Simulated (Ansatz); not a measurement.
Crystal: NaLaMnMoO6.

```
CELL_PARAMETERS angstrom
5.43212 -0.01130 -0.00034
2.44365 4.93484 -0.01855
0.10940 2.68471 5.04562
ATOMIC_POSITIONS crystal
Na 0.69740 0.05972 0.73638
La 0.41072 0.51412 0.00994
Mn 0.92147 0.57866 0.41655
Mo 0.21633 0.97870 0.33337
O 0.56869 0.61375 0.56391
O 0.40995 0.05114 0.05764
O 0.31236 0.21070 0.45135
O 0.04288 0.86047 0.12140
O 0.05836 0.76646 0.60633
O 0.86183 0.36628 0.20313
```

The cell was built by a generator and needn't be a form met in nature.

Base run:

* Program: Ansatz 0.2.0
* Functional: PBE
* Potentials or basis: Ansatz PAW
* Cutoff: 420 eV (not typed: the program's choice for these potentials)
* k mesh: 6 × 6 × 5
* Occupations: fermi-dirac, width 0.05 eV
* Spin: collinear spin, ferromagnetic start
* Starting moments: [0.0, 0.0, 4.0, 1.0, 0.0, 0.0, 0.0, 0.0, 0.0, 0.0] μB

Its results: band gap on the k mesh 0.17 eV, indirect (least direct gap 0.33 eV); pressure 0.0 GPa; net moment 5.00 μB per cell; site moments Na +0.00; La +0.02; Mn +3.79; Mo +0.15; O +0.01, +0.04, +0.06, +0.03, +0.02 μB; largest force 0.019 eV/Å.

Q: The run is repeated on the same cell with these changes: functional from PBE to PBEsol. What comes out?

A: Band gap on the k mesh 0.17 eV, indirect (least direct gap 0.33 eV); pressure -4.9 GPa; net moment 5.00 μB per cell; site moments Na +0.00; La +0.02; Mn +3.77; Mo +0.15; O +0.01, +0.04, +0.06, +0.03, +0.02 μB; largest force 0.280 eV/Å.

PBEsol binds more tightly than PBE, so the same cell stands under less pressure.

Caveats: spin-orbit coupling is left out, which moves the levels of the heavy elements; a cell with one magnetic atom can't hold antiferromagnetic order, which such compounds often take; odd divisions of the mesh miss points on the zone boundary, where band edges often lie, so the gap on the mesh can be too wide (some runs); the PAW data sets come from PBE, with cores solved anew for the run's functional, which leaves a small shift of forces and pressure (some runs).
